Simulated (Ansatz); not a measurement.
# ZnS: a point defect seen from the nuclei (N on an S site), part 3 of 3

How do the nuclei near a point defect see it? The defect is N on an S site in ZnS (cell charge -1), first unrelaxed. The cell is a supercell built from a computed entry of the Materials Project. Planned: a single point, then a relaxation, then r2SCAN.

Ansatz 0.2.0; DFT, PBE, plane-wave PAW, default files, scalar-relativistic, as far as a step names no other. The steps go on from the part before.

## (4) R2SCAN at the relaxed positions

input.yaml reads:

```yaml
crystal:
  lattice:
    - [7.6115929341, 0.0, 0.0]
    - [-3.8057964671, 6.5918328442, 0.0]
    - [0.0, 0.0, 12.47596326]
  atoms:
    - { symbol: Zn, position: [0.1666666667, 0.3333333333, 0.0306194911] }
    - { symbol: Zn, position: [0.1666666667, 0.3333333333, 0.5008944254] }
    - { symbol: Zn, position: [0.1680353804, 0.8340176902, 0.0034245553] }
    - { symbol: Zn, position: [0.1695497923, 0.8347748962, 0.4955535681] }
    - { symbol: Zn, position: [0.6659823098, 0.3319646196, 0.0034245553] }
    - { symbol: Zn, position: [0.6652251038, 0.3304502077, 0.4955535681] }
    - { symbol: Zn, position: [0.6659823098, 0.8340176902, 0.0034245553] }
    - { symbol: Zn, position: [0.6652251038, 0.8347748962, 0.4955535681] }
    - { symbol: Zn, position: [0.3092549103, 0.1907450897, 0.238484968] }
    - { symbol: Zn, position: [0.3329486538, 0.1670513462, 0.7544802402] }
    - { symbol: Zn, position: [0.3092549103, 0.6185098207, 0.238484968] }
    - { symbol: Zn, position: [0.3329486538, 0.6658973076, 0.7544802402] }
    - { symbol: Zn, position: [0.8814901793, 0.1907450897, 0.238484968] }
    - { symbol: Zn, position: [0.8341026924, 0.1670513462, 0.7544802402] }
    - { symbol: Zn, position: [0.8333333333, 0.6666666667, 0.2438287362] }
    - { symbol: Zn, position: [0.8333333333, 0.6666666667, 0.749358566] }
    - { symbol: "N", position: [0.1666666667, 0.3333333333, 0.188352529] }
    - { symbol: S, position: [0.1666666667, 0.3333333333, 0.6887432946] }
    - { symbol: S, position: [0.1713728501, 0.8356864251, 0.1895942168] }
    - { symbol: S, position: [0.1686943601, 0.83434718, 0.6862656158] }
    - { symbol: S, position: [0.6643135749, 0.3286271499, 0.1895942168] }
    - { symbol: S, position: [0.66565282, 0.3313056399, 0.6862656158] }
    - { symbol: S, position: [0.6643135749, 0.8356864251, 0.1895942168] }
    - { symbol: S, position: [0.66565282, 0.83434718, 0.6862656158] }
    - { symbol: S, position: [0.3314896714, 0.1685103286, 0.4325120694] }
    - { symbol: S, position: [0.3301455843, 0.1698544157, 0.941645858] }
    - { symbol: S, position: [0.3314896714, 0.6629793428, 0.4325120694] }
    - { symbol: S, position: [0.3301455843, 0.6602911686, 0.941645858] }
    - { symbol: S, position: [0.8370206572, 0.1685103286, 0.4325120694] }
    - { symbol: S, position: [0.8397088314, 0.1698544157, 0.941645858] }
    - { symbol: S, position: [0.8333333333, 0.6666666667, 0.4356437056] }
    - { symbol: S, position: [0.8333333333, 0.6666666667, 0.9366759776] }
total_charge: -1
kpoints:
  mp_grid: { grid: [3, 3, 2] }
scf:
  occupations: { method: fermi_dirac, width: 0.01 }
hamiltonian:
  xc: r2scan
  pseudopotentials: { kind: paw }
output:
  forces: true
  stress: true
  populations: true
  efg:
    quadrupole_moments_barn: { Zn: 0.122, "N": 0.02044, S: -0.0694 }
    contact_densities: true
```

Run with:

```console
ansatz run input.yaml --threads 1 --pin off --max-ram 3072MiB --backend cpu --events-out ev --progress --plain --runs-dir out
```

What it wrote:

```text
Warning: RAYON_NUM_THREADS=1 ignored (pool sized by the plan → 1); use --threads N
Engine: ansatz 0.2.0, x86_64-unknown-linux-gnu
Pseudopotentials: kind: paw
Pseudopotential: Zn, paw, valence charge 12, recommended cutoff 500 eV (meta_gga), Zn.paw.azcp
Pseudopotential: N, paw, valence charge 5, recommended cutoff 500 eV (meta_gga), N.paw.azcp
Pseudopotential: S, paw, valence charge 6, recommended cutoff 500 eV (meta_gga), S.paw.azcp
Functional definition: r2SCAN
  parameter k0 = 0.174
  parameter k1 = 0.065
  parameter a1 = 4.9479
  exchange = r2scan_x(k0 = k0, k1 = k1, a1 = a1)
  correlation = r2scan_c
Crystal: 32 atoms, lattice volume = 625.973 Å³
Basis set: ecut = 500 eV, 15873 PW (Γ), exchange–correlation on 240×240×384 points (64 copies of the dense FFT grid, shifted against one another)
Bands: 176, of which v1, the nominal top of the filled ones, is band 144 counted from 1 (143 counted from 0)
Symmetry: 6 space group operations
Space group: P3m1 (ITA 156), of the structure as read, at distance tolerance 8.6e-5 Å
k-points: 6 of 18 (time reversal used)
Non-local potential: Zn, projectors of the file, l = 0: 2, l = 1: 2, l = 2: 3, l = 3: 1
Non-local potential: N, projectors of the file, l = 0: 2, l = 1: 2, l = 2: 1
Non-local potential: S, projectors of the file, l = 0: 2, l = 1: 2, l = 2: 2
PAW form: soft (Blöchl's): semilocal exchange-correlation on the pseudo side does not see the compensation charge
PAW frozen core: Zn, regenerated for the run's functional (the file was generated under x = pbe(κ = 0.804, μ = 0.2195149727645171), c = pbe(β = 0.06672455060314922))
PAW frozen core: N, regenerated for the run's functional (the file was generated under x = pbe(κ = 0.804, μ = 0.2195149727645171), c = pbe(β = 0.06672455060314922))
PAW frozen core: S, regenerated for the run's functional (the file was generated under x = pbe(κ = 0.804, μ = 0.2195149727645171), c = pbe(β = 0.06672455060314922))
PAW one-centre angular grid: Zn, 590 points (default); XC on 261 of its mesh's 2673 points in the sphere
PAW one-centre angular grid: N, 302 points (default); XC on 160 Gauss nodes
PAW one-centre angular grid: S, 302 points (default); XC on 160 Gauss nodes
Initial density: superposition of atomic densities (neutral atoms scaled as one to the charged cell's electrons: chi_scale 0, normalization atom), corrected by the library's trained network
Initial wavefunctions: pseudopotential atomic-orbital guess
Functional: x = r2scan, c = r2scan; τ floored in thin density (d = 2e-4 eV/Å³)
SCF iter   1: F=—  HF=-67204.751609 eV  |F-HF|=—  |Δ(HF+E_count)|=         —  Δρ=4.85e-3  dr2=1.44e-1  dr2_τ=1.79e-1  ethr=1.77e-3  ⟨swp⟩=6.0  Hψ=4526  notcnv=0  defer=60
preconditioner: auto → Resta (q_TF=auto, 2.397 Å⁻¹)  ε∞=6.2  [insulator: Δε(μ)=2.285 eV  Ē_g=11.089 eV  σ=0.010 eV  W_gap=1.00  n_scr=134 (ndim 8)  ℏωp=25.2 eV  f_vac=0.040  D(μ)=0.00/eV (n_scr^D=0)  ε∞_Penn≈6.2]
SCF iter   2: F=—  HF=-67204.974294 eV  |F-HF|=—  |Δ(HF+E_count)|=   2.23e-1  Δρ=3.21e-3  dr2=6.93e-2  dr2_τ=6.66e-4  ethr=5.01e-5  ⟨swp⟩=2.7  Hψ=2123  notcnv=0  defer=158
SCF iter   3: F=—  HF=-67205.016047 eV  |F-HF|=—  |Δ(HF+E_count)|=   4.18e-2  Δρ=3.11e-3  dr2=2.66e-2  dr2_τ=2.77e-4  ethr=2.41e-5  ⟨swp⟩=2.3  Hψ=1703  notcnv=0  defer=158
SCF iter   4: F=—  HF=-67205.011702 eV  |F-HF|=—  |Δ(HF+E_count)|=   4.35e-3  Δρ=3.02e-4  dr2=5.27e-4  dr2_τ=9.63e-5  ethr=9.24e-6  ⟨swp⟩=2.7  Hψ=1814  notcnv=0  defer=158
SCF iter   5: F=—  HF=-67205.010955 eV  |F-HF|=—  |Δ(HF+E_count)|=   7.48e-4  Δρ=2.00e-4  dr2=2.88e-4  dr2_τ=2.80e-5  ethr=1.83e-7  ⟨swp⟩=2.2  Hψ=2013  notcnv=0  defer=157
SCF iter   6: F=—  HF=-67205.010996 eV  |F-HF|=—  |Δ(HF+E_count)|=   4.14e-5  Δρ=8.31e-5  dr2=7.15e-5  dr2_τ=2.83e-6  ethr=1.00e-7  ⟨swp⟩=2.0  Hψ=1763  notcnv=0  defer=157
SCF iter   7: F=—  HF=-67205.010789 eV  |F-HF|=—  |Δ(HF+E_count)|=   2.07e-4  Δρ=7.49e-5  dr2=3.71e-5  dr2_τ=3.87e-6  ethr=2.48e-8  ⟨swp⟩=2.0  Hψ=1763  notcnv=0  defer=157
SCF iter   8: F=—  HF=-67205.010785 eV  |F-HF|=—  |Δ(HF+E_count)|=   4.37e-6  Δρ=2.30e-5  dr2=3.92e-6  dr2_τ=9.87e-8  ethr=1.29e-8  ⟨swp⟩=2.0  Hψ=1763  notcnv=0  defer=157
SCF iter   9: F=—  HF=-67205.010785 eV  |F-HF|=—  |Δ(HF+E_count)|=   9.47e-8  Δρ=1.40e-5  dr2=1.04e-6  dr2_τ=1.87e-8  ethr=1.36e-9  ⟨swp⟩=2.0  Hψ=1763  notcnv=0  defer=157
SCF iter  10: F=-67205.010784 eV  HF=-67205.010784 eV  |F-HF|=2.34e-8  |Δ(HF+E_count)|=   3.65e-7  Δρ=3.18e-6  dr2=8.26e-8  dr2_τ=1.46e-9  ethr=3.47e-11  ⟨swp⟩=13.2  Hψ=6795  notcnv=0
SCF 1 converged in 10 iterations: F = -67205.010784 eV  dr2 = 8.26e-8
SCF converged after 10 iterations
Free energy (F): -67205.010784 eV
Harris-Foulkes:  -67205.010784 eV  (|F-HF|=2.34e-8)
Internal energy: -67205.010784 eV  (E = F + TS)
E sigma→0 (E₀):  -67205.010784 eV
Fermi energy:    6.769150 eV
--- Per-component energies (eV) ---
  E_band       = -50.523057
  E_kinetic    = 3824.569631
  E_local      = -33127.026018  (includes V_loc(G=0)·N_el)
  E_nonlocal   = 10369.431519
  E_hartree    = 13904.574181
  E_xc         = -3423.422372
  E_vxc        = -2365.781984  (∫ρ·V_xc dr)
  E_paw        = -38882.761691  (= ΣΔE_a)
  E_vpaw       = -6678.995342  (= ΣTr[D̂ρ^β])
  E_aug_tail   = -0.000945  (compensation charges beyond the density's cutoff)
  E_vtau       = 118.141435  (kinetic-family band-sum trace: ∫τ·v_τ [+ j·A + Jᵃ·Aᵃ] dr)
  E_ewald      = -19865.777125
  E_core_change = -4.597966  (= ΣΔE_core)
  E_smearing   = -0.000000  (= −TS)
  E_closure    = -0.000000  (closes the sum)
  E_deformation_potential = -11.744184  (in the stress; not in F)
  Σ components = -67205.010784   (vs F -67205.010784, Δ=0.00e0)
--- Forces (eV/Å), atoms counted from 1 ---
  atom   1  Zn    -0.00000000    -0.00000000     0.11726544
  atom   2  Zn     0.00000000     0.00000000    -0.02727513
  atom   3  Zn    -0.00307956    -0.00177798     0.02327789
  atom   4  Zn    -0.00059243    -0.00034204    -0.02193401
  atom   5  Zn    -0.00000000     0.00355597     0.02327789
  atom   6  Zn    -0.00000000     0.00068407    -0.02193401
  atom   7  Zn     0.00307956    -0.00177798     0.02327789
  atom   8  Zn     0.00059243    -0.00034204    -0.02193401
  atom   9  Zn    -0.07289576     0.04208639    -0.03072371
  atom  10  Zn    -0.00460465     0.00265850    -0.00242972
  atom  11  Zn     0.00000000    -0.08417277    -0.03072371
  atom  12  Zn     0.00000000    -0.00531699    -0.00242972
  atom  13  Zn     0.07289576     0.04208639    -0.03072371
  atom  14  Zn     0.00460465     0.00265850    -0.00242972
  atom  15  Zn    -0.00000000    -0.00000000    -0.00450101
  atom  16  Zn    -0.00000000    -0.00000000     0.00383221
  atom  17  N      0.00000000     0.00000000    -0.02596116
  atom  18  S      0.00000000     0.00000000     0.00375988
  atom  19  S     -0.04467543    -0.02579337    -0.05125665
  atom  20  S     -0.00287325    -0.00165887     0.01716798
  atom  21  S     -0.00000000     0.05158674    -0.05125665
  atom  22  S     -0.00000000     0.00331775     0.01716798
  atom  23  S      0.04467543    -0.02579337    -0.05125665
  atom  24  S      0.00287325    -0.00165887     0.01716798
  atom  25  S     -0.00537887     0.00310549     0.04691258
  atom  26  S      0.02587484    -0.01493885    -0.00790545
  atom  27  S      0.00000000    -0.00621099     0.04691258
  atom  28  S     -0.00000000     0.02987770    -0.00790545
  atom  29  S      0.00537887     0.00310549     0.04691258
  atom  30  S     -0.02587484    -0.01493885    -0.00790545
  atom  31  S     -0.00000000    -0.00000000     0.02040699
  atom  32  S      0.00000000    -0.00000000    -0.00672966
  max |Σ_I F_I| component: 1.24e-4 eV/Å
--- Stress (GPa, compression-positive) ---
       -2.104852       0.000000       0.000000
        0.000000      -2.104852      -0.000000
        0.000000      -0.000000      -2.003445
  P = ⅓ Tr σ = -2.0710 GPa (-20.710 kbar)
--- PAW observables at the nuclei: V_zz in 10²¹ V/m², potentials from the cell's mean, atoms counted from 1 ---
  atom   1  Zn V_zz =    -8.545974   η = 0.0000   by run symmetry: allowed   C_q = -25.2102 MHz
            electrostatic potential = -3942.602554 V   contact ρ = 166448.526917 e/Å³
  atom   2  Zn V_zz =    +0.364367   η = 0.0000   by run symmetry: allowed   C_q = +1.0749 MHz
            electrostatic potential = -3942.169810 V   contact ρ = 166448.506668 e/Å³
  atom   3  Zn V_zz =    -1.134106   η = 0.7857   by run symmetry: allowed   C_q = -3.3456 MHz
            electrostatic potential = -3942.219783 V   contact ρ = 166448.374224 e/Å³
  atom   4  Zn V_zz =    +1.233916   η = 0.4784   by run symmetry: allowed   C_q = +3.6400 MHz
            electrostatic potential = -3942.102648 V   contact ρ = 166447.937754 e/Å³
  atom   5  Zn V_zz =    -1.134106   η = 0.7857   by run symmetry: allowed   C_q = -3.3456 MHz
            electrostatic potential = -3942.219783 V   contact ρ = 166448.374222 e/Å³
  atom   6  Zn V_zz =    +1.233916   η = 0.4784   by run symmetry: allowed   C_q = +3.6400 MHz
            electrostatic potential = -3942.102648 V   contact ρ = 166447.937753 e/Å³
  atom   7  Zn V_zz =    -1.134106   η = 0.7857   by run symmetry: allowed   C_q = -3.3456 MHz
            electrostatic potential = -3942.219783 V   contact ρ = 166448.374224 e/Å³
  atom   8  Zn V_zz =    +1.233916   η = 0.4784   by run symmetry: allowed   C_q = +3.6400 MHz
            electrostatic potential = -3942.102648 V   contact ρ = 166447.937754 e/Å³
  atom   9  Zn V_zz =    -8.227770   η = 0.0276   by run symmetry: allowed   C_q = -24.2715 MHz
            electrostatic potential = -3942.664738 V   contact ρ = 166447.638993 e/Å³
  atom  10  Zn V_zz =    -0.830229   η = 0.6238   by run symmetry: allowed   C_q = -2.4491 MHz
            electrostatic potential = -3942.011706 V   contact ρ = 166448.025817 e/Å³
  atom  11  Zn V_zz =    -8.227770   η = 0.0276   by run symmetry: allowed   C_q = -24.2715 MHz
            electrostatic potential = -3942.664738 V   contact ρ = 166447.638992 e/Å³
  atom  12  Zn V_zz =    -0.830229   η = 0.6238   by run symmetry: allowed   C_q = -2.4491 MHz
            electrostatic potential = -3942.011706 V   contact ρ = 166448.025818 e/Å³
  atom  13  Zn V_zz =    -8.227770   η = 0.0276   by run symmetry: allowed   C_q = -24.2715 MHz
            electrostatic potential = -3942.664738 V   contact ρ = 166447.638993 e/Å³
  atom  14  Zn V_zz =    -0.830229   η = 0.6238   by run symmetry: allowed   C_q = -2.4491 MHz
            electrostatic potential = -3942.011706 V   contact ρ = 166448.025817 e/Å³
  atom  15  Zn V_zz =    +2.358912   η = 0.0000   by run symmetry: allowed   C_q = +6.9587 MHz
            electrostatic potential = -3942.351552 V   contact ρ = 166448.541338 e/Å³
  atom  16  Zn V_zz =    -0.332442   η = 0.0000   by run symmetry: allowed   C_q = -0.9807 MHz
            electrostatic potential = -3942.015239 V   contact ρ = 166448.092214 e/Å³
  atom  17  N  V_zz =    -0.213094   η = 0.0000   by run symmetry: allowed   C_q = -0.1053 MHz
            electrostatic potential = -513.749297 V   contact ρ = 1410.913967 e/Å³
  atom  18  S  V_zz =    +0.219629   η = 0.0000   by run symmetry: allowed   C_q = -0.3686 MHz
            electrostatic potential = -1632.342127 V   contact ρ = 19735.018155 e/Å³
  atom  19  S  V_zz =    -1.876650   η = 0.1789   by run symmetry: allowed   C_q = +3.1492 MHz
            electrostatic potential = -1632.717459 V   contact ρ = 19735.671226 e/Å³
  atom  20  S  V_zz =    +0.451359   η = 0.0769   by run symmetry: allowed   C_q = -0.7574 MHz
            electrostatic potential = -1632.312809 V   contact ρ = 19735.223084 e/Å³
  atom  21  S  V_zz =    -1.876650   η = 0.1789   by run symmetry: allowed   C_q = +3.1492 MHz
            electrostatic potential = -1632.717459 V   contact ρ = 19735.671226 e/Å³
  atom  22  S  V_zz =    +0.451359   η = 0.0769   by run symmetry: allowed   C_q = -0.7574 MHz
            electrostatic potential = -1632.312809 V   contact ρ = 19735.223084 e/Å³
  atom  23  S  V_zz =    -1.876650   η = 0.1789   by run symmetry: allowed   C_q = +3.1492 MHz
            electrostatic potential = -1632.717459 V   contact ρ = 19735.671226 e/Å³
  atom  24  S  V_zz =    +0.451359   η = 0.0769   by run symmetry: allowed   C_q = -0.7574 MHz
            electrostatic potential = -1632.312809 V   contact ρ = 19735.223084 e/Å³
  atom  25  S  V_zz =    -1.383737   η = 0.4537   by run symmetry: allowed   C_q = +2.3220 MHz
            electrostatic potential = -1632.531735 V   contact ρ = 19735.337126 e/Å³
  atom  26  S  V_zz =    +1.791662   η = 0.8914   by run symmetry: allowed   C_q = -3.0066 MHz
            electrostatic potential = -1632.493601 V   contact ρ = 19735.337225 e/Å³
  atom  27  S  V_zz =    -1.383737   η = 0.4537   by run symmetry: allowed   C_q = +2.3220 MHz
            electrostatic potential = -1632.531735 V   contact ρ = 19735.337126 e/Å³
  atom  28  S  V_zz =    +1.791662   η = 0.8914   by run symmetry: allowed   C_q = -3.0066 MHz
            electrostatic potential = -1632.493601 V   contact ρ = 19735.337225 e/Å³
  atom  29  S  V_zz =    -1.383737   η = 0.4537   by run symmetry: allowed   C_q = +2.3220 MHz
            electrostatic potential = -1632.531735 V   contact ρ = 19735.337126 e/Å³
  atom  30  S  V_zz =    +1.791662   η = 0.8914   by run symmetry: allowed   C_q = -3.0066 MHz
            electrostatic potential = -1632.493601 V   contact ρ = 19735.337225 e/Å³
  atom  31  S  V_zz =    -0.556861   η = 0.0000   by run symmetry: allowed   C_q = +0.9345 MHz
            electrostatic potential = -1632.485097 V   contact ρ = 19735.140052 e/Å³
  atom  32  S  V_zz =    +1.000819   η = 0.0000   by run symmetry: allowed   C_q = -1.6795 MHz
            electrostatic potential = -1632.449948 V   contact ρ = 19735.144485 e/Å³
--- Band table (eV; the first three rows and the last of 6) ---
[... 4 lines left out ...]
--- Löwdin populations: 32 sites ---
  site symbol       q [e]
     0     Zn     10.6939
     1     Zn     10.7003
     2     Zn     10.7032
     3     Zn     10.6996
     4     Zn     10.7032
     5     Zn     10.6996
     6     Zn     10.7032
     7     Zn     10.6996
     8     Zn     10.6940
     9     Zn     10.6994
    10     Zn     10.6940
    11     Zn     10.6994
    12     Zn     10.6940
    13     Zn     10.6994
    14     Zn     10.7064
    15     Zn     10.6999
    16      N      6.6645
    17      S      7.1346
    18      S      7.1384
    19      S      7.1361
    20      S      7.1384
    21      S      7.1361
    22      S      7.1384
    23      S      7.1361
    24      S      7.1357
    25      S      7.1379
    26      S      7.1357
    27      S      7.1379
    28      S      7.1357
    29      S      7.1379
    30      S      7.1432
    31      S      7.1398
  spilling = 0.010711 (of n_electrons = 288.000000)
```

Run time: 3.3 min. Hardware: 1 thread of Intel Xeon Platinum 8488C (Sapphire Rapids), shared host; peak memory 2.4 GiB.

State: gap on the mesh 2.32 eV, largest force 0.117 eV/Å, pressure -2.1 GPa.

Beside the values of step 3 (V_zz in 10²¹ V/m²; 9 of 16 rows, with the four largest changes of size):

| site | atoms | V_zz, PBE relaxed | V_zz, r2SCAN | η, PBE relaxed | η, r2SCAN |
| --- | --- | --- | --- | --- | --- |
| N | 17 | -0.22 | -0.21 | 0.00 | 0.00 |
| Zn1 | 1 | -8.31 | -8.55 | 0.00 | 0.00 |
| Zn9 | 9, 11, 13 | -8.01 | -8.23 | 0.02 | 0.03 |
| S25 | 25, 27, 29 | -1.43 | -1.38 | 0.44 | 0.45 |
| S26 | 26, 28, 30 | 1.87 | 1.79 | 0.88 | 0.89 |
| S19 | 19, 21, 23 | -1.95 | -1.88 | 0.21 | 0.18 |
| Zn2 | 2 | 0.35 | 0.36 | 0.00 | 0.00 |
| Zn15 | 15 | 2.30 | 2.36 | 0.00 | 0.00 |
| Zn3 | 3, 5, 7 | -1.10 | -1.13 | 0.80 | 0.79 |

The sizes of the gradients above 0.15 moved by 3 % in the median, 7 % at the site that moves most (small gradients counted from 0.15; S31, -0.60 to -0.56). The cutoff follows the datasets, from 420 to 500 eV.

## (5) Simulated spectra, from step 3

³³S (I = 3/2, Q = -69.40 mb) at 16.4 T, Larmor frequency 53.7 MHz. Second-order quadrupolar shifts of the central transition; chemical shifts are not computed, so all sites share one zero.

| site | count | C_Q (MHz) | η | ν_Q (MHz) | δ_QIS (ppm) |
| --- | --- | --- | --- | --- | --- |
| S25 | 3 | 2.39 | 0.44 | 1.20 | -53.0 |
| S26 | 3 | -3.13 | 0.88 | 1.57 | -107.1 |
| S19 | 3 | 3.27 | 0.21 | 1.63 | -94.1 |
| S20 | 3 | -0.792 | 0.08 | 0.396 | -5.5 |

³³S central transition, under fast magic-angle spinning:

kHz, intensity and a bar:
```
    -13.3          0 
    -12.2          4 #
    -11.2          5 ##
    -10.1          6 ##
     -9.1          7 ##
     -8.0         16 #####
     -6.9         32 #########
     -5.9         33 ##########
     -4.8         33 ##########
     -3.8         44 #############
     -2.7         48 ##############
     -1.7         42 #############
     -0.6        100 ##############################
      0.5         15 ####
```

## (6) What came out

What follows sums up all 3 parts.

```
                            quantity                                                                                                                                                                           value
                      state (step 3)                                                                                                             gap on the mesh 1.83 eV, largest force 0.011 eV/Å, pressure 0.2 GPa
    V_zz by site, step 3 (10²¹ V/m²)                                                                                           N -0.22, Zn1 -8.31, Zn9 -8.01, S25 -1.43, S26 1.87, S19 -1.95, Zn2 0.35, Zn15 2.30, …
         largest C_Q in size, step 3                                                                                                                                                           24.5 MHz, ⁶⁷Zn at Zn1
step 3 (ions relaxed) against step 2  68 % in the median, over a factor of two at the site that moves most (small gradients counted from 0.15; Zn1, -1.10 to -8.31), with a change of sign at N, Zn9, S26 and others
      step 4 (r2SCAN) against step 3                                                                     3 % in the median, 7 % at the site that moves most (small gradients counted from 0.15; S31, -0.60 to -0.56)
```

In words: The largest gradient sits at Zn1 (1 N at 1.97 Å, 3 S at 2.42 Å). The runs allow no spin. The relaxation kept the symmetry P3m1, so a distorted place of lower energy may have been missed. Moves of at most 0.38 Å on relaxation changed gradients by over a factor of two in size at the worst site (68 % in the median) (gradients over 0.15 counted), so at some sites the starting positions were a poor guide. Between PBE relaxed and r2SCAN the gradients differ by up to 7 %. At 16.4 T the ³³S line of the largest coupling listed spans about 11 kHz under magic-angle spinning and 31 kHz static, from the quadrupolar part alone (no shift anisotropy). The defect repeats with the cell of 32 atoms, so it feels its images: sites between two images don't show the values beside a lone defect, and zeros or small values of η there can come from the images' arrangement. S and Zn carry a gradient in the pure host already, so the values there aren't the defect's effect alone. The relaxation keeps the site symmetry 3m of the start, so the impurity can move only along its axis; a start off the site could end lower. A uniform background compensates the cell's charge.

The gaps are Kohn-Sham values of a semilocal functional, not quasiparticle or optical gaps. Such gaps usually fall short of the measured ones.
